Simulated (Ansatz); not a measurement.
# GeSb4Te7 (P-3m1) in Ansatz: reference runs

Aim: a first look at GeSb4Te7 with PBEsol, on the cell as given and on a disturbed one, then over a range of volumes.

Everything below comes from runs of Ansatz 0.2.0. Logs are shortened: lines on timing, memory, paths and dates and some standing lists are left out, and cuts for length are marked.

## (1) The structure

The structure is trigonal, space group P-3m1 (No. 164). The conventional cell has a = 4.289 Å, b = 4.289 Å, c = 24.638 Å, α = 90.00°, β = 90.00°, γ = 120.00°. Te (site symmetry 3m) has 3 Sb at 3.00 Å as nearest neighbours. Around Te (site symmetry -3m) lie 6 Sb at 3.18 Å. Around Te (site symmetry 3m) lie 3 Ge at 3.00 Å and 3 Sb at 3.19 Å. Around Te (site symmetry 3m) lie 3 Sb at 3.01 Å. Around Sb (site symmetry 3m) lie 6 Te at 3.00 to 3.19 Å. Sb (site symmetry 3m) has 6 Te at 3.01 to 3.18 Å as nearest neighbours. Around Ge (site symmetry -3m) lie 6 Te at 3.00 Å.

The cell is a database's computed one.

## (2) Single point, PBEsol

input.yaml

```yaml
crystal:
  lattice:
    - [4.2893002584, 0.0, 0.0]
    - [-2.1446501292, 3.7146429882, 0.0]
    - [0.0, 0.0, 24.63777845]
  atoms:
    - { symbol: Te, position: [0.0, 0.0, 0.28102171] }
    - { symbol: Te, position: [0.0, 0.0, 0.0] }
    - { symbol: Te, position: [0.3333333333, 0.6666666667, 0.5686057] }
    - { symbol: Te, position: [0.6666666667, 0.3333333333, 0.4313943] }
    - { symbol: Te, position: [0.0, 0.0, 0.71897829] }
    - { symbol: Te, position: [0.6666666667, 0.3333333333, 0.15026813] }
    - { symbol: Te, position: [0.3333333333, 0.6666666667, 0.84973187] }
    - { symbol: Sb, position: [0.6666666667, 0.3333333333, 0.6502485] }
    - { symbol: Sb, position: [0.3333333333, 0.6666666667, 0.08110138] }
    - { symbol: Sb, position: [0.3333333333, 0.6666666667, 0.3497515] }
    - { symbol: Sb, position: [0.6666666667, 0.3333333333, 0.91889862] }
    - { symbol: Ge, position: [0.0, 0.0, 0.5] }
hamiltonian:
  xc: pbesol
  pseudopotentials: { kind: paw }
kpoints:
  mp_grid: { grid: [7, 7, 2] }
scf:
  occupations: { method: fermi_dirac, width: 0.05 }
output:
  forces: true
  stress: true
  eigenvalues: true
```

Potentials or basis: Ansatz PAW.

Run with:

```console
$ ansatz run input.yaml --threads 4 --pin off --max-ram 11264MiB --backend cpu --events-out ev --progress --plain --runs-dir out
```

What it wrote:

```text
Warning: RAYON_NUM_THREADS=4 ignored (pool sized by the plan → 4); use --threads N
Engine: ansatz 0.2.0, aarch64-unknown-linux-gnu
Pseudopotentials: kind: paw
Pseudopotential: Te, paw, valence charge 16, recommended cutoff 420 eV (normal), Te.paw.azcp
Pseudopotential: Sb, paw, valence charge 15, recommended cutoff 420 eV (normal), Sb.paw.azcp
Pseudopotential: Ge, paw, valence charge 14, recommended cutoff 420 eV (normal), Ge.paw.azcp
Functional definition: PBEsol
  exchange = pbesol_x
  correlation = pbesol_c
Crystal: 12 atoms, lattice volume = 392.559 Å³
Basis set: ecut = 420 eV, 7661 PW (Γ), exchange–correlation on 60×60×360 points (8 copies of the dense FFT grid, shifted against one another)
Bands: 112, of which v1, the nominal top of the filled ones, is band 93 counted from 1 (92 counted from 0)
Symmetry: 12 space group operations
Space group: P-3m1 (ITA 164), of the structure as read, at distance tolerance 7.3e-5 Å
k-points: 16 of 98
Non-local potential: Te, projectors of the file, l = 0: 2, l = 1: 2, l = 2: 2, l = 3: 2
Non-local potential: Sb, projectors of the file, l = 0: 2, l = 1: 2, l = 2: 2, l = 3: 2
Non-local potential: Ge, projectors of the file, l = 0: 2, l = 1: 2, l = 2: 3, l = 3: 1
PAW form: soft (Blöchl's): semilocal exchange-correlation on the pseudo side does not see the compensation charge
PAW frozen core: Te, regenerated for the run's functional, and the local potential with it (the file was generated under x = pbe(κ = 0.804, μ = 0.2195149727645171), c = pbe(β = 0.06672455060314922))
PAW frozen core: Sb, regenerated for the run's functional, and the local potential with it (the file was generated under x = pbe(κ = 0.804, μ = 0.2195149727645171), c = pbe(β = 0.06672455060314922))
PAW frozen core: Ge, regenerated for the run's functional, and the local potential with it (the file was generated under x = pbe(κ = 0.804, μ = 0.2195149727645171), c = pbe(β = 0.06672455060314922))
PAW one-centre angular grid: Te, 590 points (default); XC on 64 Gauss nodes
PAW one-centre angular grid: Sb, 590 points (default); XC on 64 Gauss nodes
PAW one-centre angular grid: Ge, 590 points (default); XC on 64 Gauss nodes
Initial density: superposition of atomic densities (neutral atoms: chi_scale 0, normalization atom), corrected by the library's trained network
Initial wavefunctions: pseudopotential atomic-orbital guess
Functional: x = pbesol(κ = 0.804, μ = 0.12345679012345678), c = pbesol(β = 0.046)
SCF iter   1: F=—  HF=-78197.717479 eV  |F-HF|=—  |Δ(HF+E_count)|=         —  Δρ=2.09e-3  dr2=3.28e-2  ethr=1.77e-3  ⟨swp⟩=6.6  Hψ=6835  notcnv=0  defer=29
preconditioner: auto → Resta (q_TF=auto, 2.409 Å⁻¹)  ε∞=4.5  [insulator: Δε(μ)=0.353 eV  Ē_g=8.179 eV  σ=0.050 eV  W_gap=0.94  n_scr=96 (ndim 8)  ℏωp=15.2 eV  f_vac=0.029  D(μ)=0.03/eV (n_scr^D=0)  ε∞_Penn≈4.5]
SCF iter   2: F=—  HF=-78197.705602 eV  |F-HF|=—  |Δ(HF+E_count)|=   1.19e-2  Δρ=1.26e-3  dr2=2.71e-2  ethr=1.76e-5  ⟨swp⟩=2.0  Hψ=2665  notcnv=0  defer=68
SCF iter   3: F=—  HF=-78197.704905 eV  |F-HF|=—  |Δ(HF+E_count)|=   6.97e-4  Δρ=7.12e-4  dr2=2.17e-2  ethr=1.46e-5  ⟨swp⟩=1.9  Hψ=1866  notcnv=0  defer=68
SCF iter   4: F=—  HF=-78197.703933 eV  |F-HF|=—  |Δ(HF+E_count)|=   9.72e-4  Δρ=2.24e-4  dr2=3.83e-4  ethr=1.17e-5  ⟨swp⟩=1.2  Hψ=1738  notcnv=0  defer=68
SCF iter   5: F=—  HF=-78197.703959 eV  |F-HF|=—  |Δ(HF+E_count)|=   2.58e-5  Δρ=1.29e-4  dr2=1.87e-4  ethr=2.06e-7  ⟨swp⟩=2.2  Hψ=2185  notcnv=0  defer=22
automatic band count: iteration 5 solves 109 bands in place of 112: the levels show a gap, and the empty bands left out lie too high to hold charge; the band table lists the bands solved (type scf.n_extra_bands for more)
SCF iter   6: F=—  HF=-78197.703960 eV  |F-HF|=—  |Δ(HF+E_count)|=   8.80e-7  Δρ=5.07e-5  dr2=3.18e-5  ethr=1.01e-7  ⟨swp⟩=2.0  Hψ=1964  notcnv=0  defer=22
SCF iter   7: F=—  HF=-78197.703768 eV  |F-HF|=—  |Δ(HF+E_count)|=   1.92e-4  Δρ=2.13e-5  dr2=2.17e-6  ethr=1.71e-8  ⟨swp⟩=2.4  Hψ=2335  notcnv=0  defer=41
SCF iter   8: F=—  HF=-78197.703770 eV  |F-HF|=—  |Δ(HF+E_count)|=   1.71e-6  Δρ=5.59e-6  dr2=1.29e-7  ethr=1.17e-9  ⟨swp⟩=2.0  Hψ=2272  notcnv=0  defer=41
SCF iter   9: F=-78197.703770 eV  HF=-78197.703770 eV  |F-HF|=3.55e-9  |Δ(HF+E_count)|=   5.48e-8  Δρ=1.73e-6  dr2=1.79e-8  ethr=5.38e-11  ⟨swp⟩=10.1  Hψ=7553  notcnv=0
SCF 1 converged in 9 iterations: F = -78197.703770 eV  dr2 = 1.79e-8
SCF converged after 9 iterations
Free energy (F): -78197.703770 eV
Harris-Foulkes:  -78197.703770 eV  (|F-HF|=3.55e-9)
Internal energy: -78197.703313 eV  (E = F + TS)
E sigma→0 (E₀):  -78197.703541 eV
Entropy (-TS):   -0.000457 eV (-0.038 meV/atom)
Fermi energy:    8.638960 eV
--- Per-component energies (eV) ---
  E_band       = -2770.057647
  E_kinetic    = 2197.437393
  E_local      = -19514.772447  (includes V_loc(G=0)·N_el)
  E_nonlocal   = -287.802316
  E_hartree    = 10471.033616
  E_xc         = -1486.096364
  E_vxc        = -1176.578498  (∫ρ·V_xc dr)
  E_paw        = -52059.179761  (= ΣΔE_a)
  E_vpaw       = -4930.409333  (= ΣTr[D̂ρ^β])
  E_aug_tail   = -0.000933  (compensation charges beyond the density's cutoff)
  E_ewald      = -17523.191571
  E_core_change = 4.869071  (= ΣΔE_core)
  E_smearing   = -0.000457  (= −TS)
  E_closure    = -0.000000  (closes the sum)
  Σ components = -78197.703770   (vs F -78197.703770, Δ=0.00e0)
--- Forces (eV/Å), atoms counted from 1 ---
  atom   1  Te    -0.00000000    -0.00000000     0.01635610
  atom   2  Te     0.00000000     0.00000000     0.00000000
  atom   3  Te     0.00000000     0.00000000    -0.00758428
  atom   4  Te    -0.00000000    -0.00000000     0.00758428
  atom   5  Te     0.00000000     0.00000000    -0.01635610
  atom   6  Te     0.00000000     0.00000000    -0.03268259
  atom   7  Te     0.00000000    -0.00000000     0.03268259
  atom   8  Sb     0.00000000    -0.00000000    -0.04655957
  atom   9  Sb    -0.00000000    -0.00000000    -0.06664649
  atom  10  Sb     0.00000000     0.00000000     0.04655957
  atom  11  Sb     0.00000000     0.00000000     0.06664649
  atom  12  Ge     0.00000000     0.00000000     0.00000000
  max |Σ_I F_I| component: 1.39e-17 eV/Å
--- Stress (GPa, compression-positive) ---
       -1.604849       0.000000       0.000000
        0.000000      -1.604849      -0.000000
        0.000000      -0.000000      -1.715368
  P = ⅓ Tr σ = -1.6417 GPa (-16.417 kbar)
--- Band table (eV; the first three rows and the last of 16) ---
  k-point 0: bands = ["-28.3198", "-28.3198", "-28.3198", "-28.3198", "-28.3067", "-28.3067", "-28.3067", "-28.3067", "-28.3010", "-28.3010", "-28.2767", "-28.2767", "-28.2767", "-28.2767", "-28.2683", "-28.2683", "-28.2683", "-28.2683", "-28.2645", "-28.2645", "-28.1488", "-28.1485", "-28.1453", "-28.1453", "-28.1445", "-28.1445", "-28.1268", "-28.1268", "-28.1267", "-28.1267", "-28.1219", "-28.1128", "-28.1128", "-28.0789", "-28.0789", "-20.9520", "-20.9520", "-20.9520", "-20.9520", "-20.9487", "-20.9487", "-20.9473", "-20.9473", "-20.9473", "-20.9473", "-20.9313", "-20.9313", "-20.9308", "-20.9308", "-20.9293", "-20.9290", "-20.9271", "-20.9271", "-20.9270", "-20.9270", "-16.2618", "-16.2618", "-16.2588", "-16.2557", "-16.2557", "-4.4901", "-4.4193", "-4.2480", "-3.9072", "-3.5045", "-2.8062", "-2.7674", "-0.1287", "-0.0732", "0.7807", "1.4426", "2.4560", "5.7276", "6.3176", "6.5387", "6.6253", "6.6253", "6.6646", "6.6646", "6.6684", "6.6684", "6.8462", "6.8462", "7.0988", "7.0988", "7.3528", "7.3528", "7.3668", "7.3890", "7.4540", "7.4540", "8.1839", "8.3562", "8.9287", "8.9703", "9.1064", "9.1064", "9.2164", "9.2164", "9.6932", "9.7136", "9.7136", "10.2800", "10.2800", "10.3054", "10.9484", "11.0111", "11.0111", "13.1003"]
  k-point 1: bands = ["-28.3198", "-28.3198", "-28.3198", "-28.3198", "-28.3067", "-28.3067", "-28.3067", "-28.3067", "-28.3010", "-28.3010", "-28.2767", "-28.2767", "-28.2767", "-28.2767", "-28.2683", "-28.2683", "-28.2683", "-28.2683", "-28.2645", "-28.2645", "-28.1488", "-28.1485", "-28.1453", "-28.1453", "-28.1445", "-28.1445", "-28.1268", "-28.1268", "-28.1267", "-28.1267", "-28.1219", "-28.1128", "-28.1128", "-28.0789", "-28.0789", "-20.9520", "-20.9520", "-20.9520", "-20.9520", "-20.9487", "-20.9487", "-20.9473", "-20.9473", "-20.9473", "-20.9473", "-20.9313", "-20.9313", "-20.9308", "-20.9308", "-20.9293", "-20.9290", "-20.9271", "-20.9271", "-20.9270", "-20.9270", "-16.2618", "-16.2618", "-16.2588", "-16.2557", "-16.2557", "-4.4680", "-4.4541", "-4.2225", "-3.9326", "-3.4801", "-2.8782", "-2.7054", "-0.2415", "0.0866", "0.6953", "1.4926", "2.4405", "5.8141", "6.0818", "6.6267", "6.6267", "6.6533", "6.6533", "6.6799", "6.6799", "6.8341", "6.8424", "6.8424", "7.0560", "7.1060", "7.1060", "7.3375", "7.3375", "7.4649", "7.4649", "7.5840", "8.1001", "8.4449", "8.8138", "9.0587", "9.0679", "9.0679", "9.2772", "9.2772", "9.6781", "9.6781", "9.6845", "10.2972", "10.2972", "10.3076", "10.9483", "11.0062", "11.0062", "13.1091"]
  k-point 2: bands = ["-28.3198", "-28.3198", "-28.3195", "-28.3195", "-28.3068", "-28.3068", "-28.3067", "-28.3067", "-28.3009", "-28.3009", "-28.2766", "-28.2766", "-28.2764", "-28.2764", "-28.2684", "-28.2684", "-28.2683", "-28.2683", "-28.2644", "-28.2644", "-28.1487", "-28.1484", "-28.1453", "-28.1453", "-28.1446", "-28.1444", "-28.1268", "-28.1267", "-28.1265", "-28.1264", "-28.1218", "-28.1129", "-28.1128", "-28.0789", "-28.0786", "-20.9523", "-20.9523", "-20.9511", "-20.9511", "-20.9482", "-20.9482", "-20.9478", "-20.9478", "-20.9474", "-20.9474", "-20.9317", "-20.9311", "-20.9305", "-20.9300", "-20.9288", "-20.9285", "-20.9277", "-20.9274", "-20.9273", "-20.9269", "-16.2623", "-16.2617", "-16.2586", "-16.2557", "-16.2553", "-4.3083", "-4.2379", "-4.0723", "-3.7401", "-3.3560", "-2.7008", "-2.6650", "-0.1003", "-0.0754", "0.6314", "1.1723", "2.0582", "5.2019", "5.3181", "5.4795", "5.5670", "5.8618", "6.0898", "6.1197", "6.1209", "6.2167", "6.3063", "6.5165", "6.5638", "6.9321", "6.9411", "7.3920", "7.4787", "7.5750", "7.7437", "7.8656", "8.0998", "8.2450", "9.1772", "9.3651", "9.3843", "9.4977", "9.7198", "9.7567", "10.0226", "10.0245", "10.3947", "10.4970", "10.5909", "11.1069", "11.2615", "11.3104", "11.7046", "12.8061"]
  k-point 15: bands = ["-28.3191", "-28.3191", "-28.3186", "-28.3186", "-28.3070", "-28.3070", "-28.3069", "-28.3069", "-28.3001", "-28.3001", "-28.2760", "-28.2760", "-28.2755", "-28.2755", "-28.2686", "-28.2686", "-28.2684", "-28.2684", "-28.2636", "-28.2636", "-28.1479", "-28.1479", "-28.1460", "-28.1452", "-28.1450", "-28.1445", "-28.1262", "-28.1260", "-28.1256", "-28.1255", "-28.1211", "-28.1132", "-28.1131", "-28.0782", "-28.0777", "-20.9524", "-20.9524", "-20.9501", "-20.9501", "-20.9486", "-20.9486", "-20.9478", "-20.9478", "-20.9460", "-20.9460", "-20.9317", "-20.9317", "-20.9300", "-20.9292", "-20.9281", "-20.9281", "-20.9273", "-20.9272", "-20.9264", "-20.9260", "-16.2635", "-16.2625", "-16.2574", "-16.2552", "-16.2545", "-2.6516", "-2.6277", "-2.5557", "-2.4687", "-2.3880", "-2.2909", "-2.2672", "-0.9361", "-0.9160", "-0.9079", "-0.8773", "0.2381", "3.5654", "3.6703", "3.6828", "3.8203", "4.0211", "4.3677", "4.3999", "4.4495", "4.7822", "4.7858", "5.2113", "5.4865", "5.6433", "5.9055", "6.2783", "6.7291", "7.1466", "7.3813", "7.4656", "7.6614", "7.8920", "9.5770", "9.7647", "9.8724", "10.0837", "10.1765", "10.4572", "10.9926", "11.2944", "11.5928", "11.8750", "12.1668", "12.2409", "12.7640", "13.3286", "13.3928", "13.4084"]
```

Wall time 13 s (4 threads of Arm Neoverse V1, shared host); peak memory 1.5 GiB.

What came out:

```
Free energy            : -78197.7038 eV
Pressure               : -1.6 GPa
Largest force          : 0.067 eV/Å
Band gap on the k mesh : 0.37 eV, direct
```

Forces on the atoms (eV/Å):
```
Te   0.000  0.000  0.016
Te   0.000  0.000  0.000
Te   0.000  0.000 -0.008
Te   0.000  0.000  0.008
Te   0.000  0.000 -0.016
Te   0.000  0.000 -0.033
Te   0.000  0.000  0.033
Sb   0.000  0.000 -0.047
Sb   0.000  0.000 -0.067
Sb   0.000  0.000  0.047
Sb   0.000  0.000  0.067
Ge   0.000  0.000  0.000
```

Caveat: odd divisions of the mesh miss points on the zone boundary, where band edges often lie, so the gap on the mesh can be too wide; spin-orbit coupling is left out, which moves the levels of the heavy elements; this functional lacks dispersion, which binds the layers, so the pressure and a relaxed spacing across them are unreliable; the PAW data sets come from PBE, with cores solved anew for the run's functional, which leaves a small shift of forces and pressure. A k mesh can miss the band edges.

## (3) Single point, PBEsol (atoms moved at random, drawn with an rms of 0.05 Å)

input.yaml

```yaml
crystal:
  lattice:
    - [4.2893002584, 0.0, 0.0]
    - [-2.1446501292, 3.7146429882, 0.0]
    - [0.0, 0.0, 24.63777845]
  atoms:
    - { symbol: Te, position: [-0.000937, 0.002227, 0.279404] }
    - { symbol: Te, position: [0.002281, 0.001327, -0.002042] }
    - { symbol: Te, position: [0.326051, 0.666591, 0.565576] }
    - { symbol: Te, position: [0.672756, 0.33654, 0.430761] }
    - { symbol: Te, position: [0.005784, 0.011409, 0.719368] }
    - { symbol: Te, position: [0.680439, 0.33898, 0.150226] }
    - { symbol: Te, position: [0.329681, 0.655582, 0.848816] }
    - { symbol: Sb, position: [0.661842, 0.335399, 0.652068] }
    - { symbol: Sb, position: [0.344692, 0.669532, 0.081785] }
    - { symbol: Sb, position: [0.335474, 0.669377, 0.348484] }
    - { symbol: Sb, position: [0.65957, 0.337964, 0.917701] }
    - { symbol: Ge, position: [0.005668, -0.012047, 0.500187] }
hamiltonian:
  xc: pbesol
  pseudopotentials: { kind: paw }
kpoints:
  mp_grid: { grid: [7, 7, 2] }
scf:
  occupations: { method: fermi_dirac, width: 0.05 }
output:
  forces: true
  stress: true
  eigenvalues: true
```

Potentials or basis: Ansatz PAW.

Run with:

```console
$ ansatz run input.yaml --threads 4 --pin off --max-ram 11264MiB --backend cpu --events-out ev --progress --plain --runs-dir out
```

What it wrote:

```text
Warning: RAYON_NUM_THREADS=4 ignored (pool sized by the plan → 4); use --threads N
[... 88 lines left out ...]
  k-point 49: bands = ["-28.4783", "-28.4766", "-28.4624", "-28.4561", "-28.4500", "-28.3659", "-28.3656", "-28.3555", "-28.3549", "-28.3493", "-28.2538", "-28.2477", "-28.2465", "-28.2463", "-28.2443", "-28.2384", "-28.2360", "-28.2318", "-28.2313", "-28.2289", "-28.1346", "-28.1321", "-28.1221", "-28.1054", "-28.1033", "-28.0925", "-28.0881", "-28.0762", "-28.0487", "-28.0476", "-28.0441", "-28.0429", "-28.0384", "-28.0219", "-28.0199", "-21.0374", "-21.0331", "-21.0322", "-21.0294", "-21.0280", "-20.9743", "-20.9701", "-20.9698", "-20.9687", "-20.9670", "-20.9144", "-20.9107", "-20.9097", "-20.9086", "-20.9063", "-20.8902", "-20.8865", "-20.8861", "-20.8852", "-20.8835", "-16.1943", "-16.1915", "-16.1873", "-16.1846", "-16.1834", "-3.2973", "-3.2558", "-3.0774", "-2.9469", "-2.6776", "-2.3317", "-2.2454", "-0.5885", "-0.5517", "-0.3592", "-0.2181", "0.7529", "3.5513", "3.6811", "4.0956", "4.3560", "4.4384", "4.7944", "4.8581", "4.9948", "5.1051", "5.2242", "5.5361", "5.7911", "6.0830", "6.1747", "6.5499", "6.8810", "7.1755", "7.3634", "7.7150", "7.8100", "7.9488", "9.3379", "9.6455", "9.7096", "9.8996", "10.1746", "10.2294", "10.5105", "10.9550", "11.0786", "11.4765", "11.8062", "11.9153", "12.3019", "12.3600", "12.3950", "12.8539"]
```

Wall time 71 s (4 threads of Arm Neoverse V1, shared host); peak memory 2 GiB.

Results:

| Item | Value |
| --- | --- |
| Free energy | -78197.6453 eV |
| Pressure | -1.7 GPa |
| Largest force | 0.445 eV/Å |
| Band gap on the k mesh | 0.39 eV, direct |

Forces in eV/Å, atoms in the order of the input:
```
Te   0.022  0.042  0.027
Te   0.028 -0.023  0.165
Te   0.171  0.011  0.404
Te  -0.072 -0.028 -0.107
Te  -0.110 -0.091  0.123
Te  -0.030 -0.065  0.036
Te  -0.102  0.173 -0.050
Sb   0.089  0.030 -0.435
Sb  -0.034  0.047 -0.285
Sb   0.030 -0.049  0.129
Sb   0.129 -0.121  0.140
Ge  -0.122  0.074 -0.148
```

Stress tensor (GPa, compression positive):
```
-1.43  0.02 -0.06
 0.02 -1.72 -0.34
-0.06 -0.34 -1.81
```

Levels at points of the mesh, in eV from the valence-band top:
```csv
k point,band 89,band 90,band 91,band 92,band 93,band 94,band 95,band 96,band 97,band 98
"(0.00, 0.00, 0.00)",-1.00,-0.98,-0.96,-0.26,-0.05,0.45,0.57,0.64,0.70,0.73
"(0.00, 0.00, -0.50)",-0.97,-0.95,-0.91,-0.31,0.00,0.39,0.59,0.62,0.67,0.80
```

Caveat: odd divisions of the mesh miss points on the zone boundary, where band edges often lie, so the gap on the mesh can be too wide; spin-orbit coupling is left out, which moves the levels of the heavy elements; the PAW data sets come from PBE, with cores solved anew for the run's functional, which leaves a small shift of forces and pressure. A k mesh can miss the band edges.

(Part 1 of 2 ends here.)
